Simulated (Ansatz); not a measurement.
The system is CsLiCr2Te2S3.

```
Cs Li Cr Te S
1.0
     3.42162   -5.18069    0.00784
     3.42162    5.18069    0.00784
    -2.90411    0.00000    7.43093
Cs Li Cr Te S
1 1 2 2 3
Direct
  0.09374 0.09374 0.00853
  0.58875 0.58875 0.55336
  0.05646 0.46755 0.55790
  0.46755 0.05646 0.55790
  0.56486 0.87357 0.29035
  0.87357 0.56486 0.29035
  0.81151 0.39697 0.73347
  0.39697 0.81151 0.73347
  0.21404 0.21404 0.48371
```

The cell was built by a generator and needn't be a form met in nature.

Base run:

```yaml
Program: Ansatz 0.2.0
Functional: RPBE
Potentials_or_basis: Ansatz PAW
Cutoff: 420 eV
Density_cutoff: 1680 eV
k_mesh: 5 × 5 × 4
Occupations: fermi-dirac, width 0.05 eV
Spin: collinear spin, ferromagnetic start
Starting_moments: "[0.0, 0.0, 3.0, 3.0, 0.0, 0.0, 0.0, 0.0, 0.0] μB"
```

Its results: band gap on the k mesh none (metal or under the smearing width); pressure 1.7 GPa; net moment 4.01 μB per cell; site moments Cs -0.00; Li +0.00; Cr +2.07; Te -0.15; S -0.07, -0.06 μB; largest force 0.182 eV/Å.

Task: The run is repeated on the same cell with these changes: functional from RPBE to revPBE. What comes out?

Result: Band gap on the k mesh none (metal or under the smearing width); pressure 1.3 GPa; net moment 4.01 μB per cell; site moments Cs -0.00; Li +0.00; Cr +2.06; Te -0.15; S -0.07, -0.06 μB; largest force 0.131 eV/Å.

Caveats: the potentials were made for another functional, which shifts forces and pressure; only a ferromagnetic start was run, and an antiferromagnetic order may lie lower in energy; the PAW data sets come from PBE, with cores solved anew for the run's functional, which leaves a small shift of forces and pressure.

Not every run made on this cell is shown here.
